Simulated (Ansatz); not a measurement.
Crystal: CsRbMg6.

```
Cs Rb Mg
1.0
     7.53992    0.00000    0.00000
     0.00000    5.04274    0.00000
    -3.60319    0.00000    7.90746
Cs Rb Mg
1 1 6
Direct
  0.81956 0.00000 0.13686
  0.32467 0.00000 0.14774
  0.62306 0.50000 0.75011
  0.12626 0.50000 0.75597
  0.72410 0.50000 0.44706
  0.22354 0.50000 0.44663
  0.83067 0.00000 0.65777
  0.32815 0.00000 0.65785
```

The cell comes from a database or a generator and needn't be the stable form of this composition.

```yaml
Program: Ansatz 0.2.0
Task: single point
Functional: PBE
Potentials_or_basis: Ansatz PAW
Cutoff: "420 eV (not typed: the program's choice for these potentials)"
k_mesh: 4 × 5 × 4
Occupations: fermi-dirac, width 0.05 eV
Spin: no spin polarisation
```

On this cell: pressure 0.0 GPa; largest force 0.123 eV/Å; band gap on the k mesh none (metal or under the smearing width).

The same run follows on a disturbed copy (atoms moved at random, drawn with an rms of 0.05 Å):

```
Cs Rb Mg
1.0
     7.53992    0.00000    0.00000
     0.00000    5.04274    0.00000
    -3.60319    0.00000    7.90746
Cs Rb Mg
1 1 6
Direct
  0.81205 0.00328 0.13390
  0.32669 0.99531 0.14625
  0.62193 0.49077 0.75068
  0.12226 0.50601 0.75569
  0.73438 0.49854 0.45416
  0.22474 0.51296 0.45072
  0.83187 0.00189 0.66456
  0.32422 0.98993 0.64964
```

**Question.** What does the disturbed cell give?

**Answer.** The energy (extrapolated to zero smearing) moves by +5.9 meV/atom; pressure 0.1 GPa; largest force 0.398 eV/Å; band gap on the k mesh none (metal or under the smearing width).

Forces on the atoms (eV/Å):
```
Cs   0.099 -0.012  0.030
Rb  -0.044  0.035  0.014
Mg  -0.041  0.063 -0.020
Mg   0.050 -0.087  0.153
Mg  -0.061  0.038 -0.225
Mg   0.000 -0.284 -0.278
Mg   0.015 -0.058  0.081
Mg  -0.017  0.306  0.245
```

Stress tensor (GPa, compression positive):
```
-1.23  0.00 -0.06
 0.00  0.74  0.12
-0.06  0.12  0.80
```
